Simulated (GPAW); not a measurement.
The system is MgH2.

```xyz
6
Lattice="4.4767 0.0000 0.0000 0.0000 4.4767 0.0000 0.0000 0.0000 2.9925" Properties=species:S:1:pos:R:3 pbc="T T T"
Mg    2.2383    2.2383    1.4963
Mg    0.0000    0.0000    0.0000
H     3.1139    3.1139    0.0000
H     3.6012    0.8755    1.4963
H     1.3628    1.3628    0.0000
H     0.8755    3.6012    1.4963
```

The cell is a database's computed one.

Base run:

- Program: GPAW 26.7.0
- Functional: LDA
- Potentials or basis: the program's PAW data sets (release 1.2.1) made for this functional
- Cutoff: 800 eV
- Basis: pw
- k mesh: 5 × 5 × 7
- Occupations: fermi-dirac, width 0.05 eV
- Spin: no spin polarisation

Its results: band gap on the k mesh 3.64 eV, indirect (least direct gap 4.53 eV).

Question: The run is repeated on the same cell with these changes: functional from LDA to TB-mBJ; potentials or basis from the program's PAW data sets (release 1.2.1) made for this functional to GPAW PAW data sets for LDA (gpaw-data 1.2.1). What comes out?

Answer: Band gap on the k mesh 5.86 eV, indirect (least direct gap 6.55 eV).

Caveats: the mesh misses the band edges, which the band path finds closer together (some runs); a model potential gives levels but no total energy (some runs); an odd mesh through Γ misses points on the zone boundary, where band edges often lie (some runs).
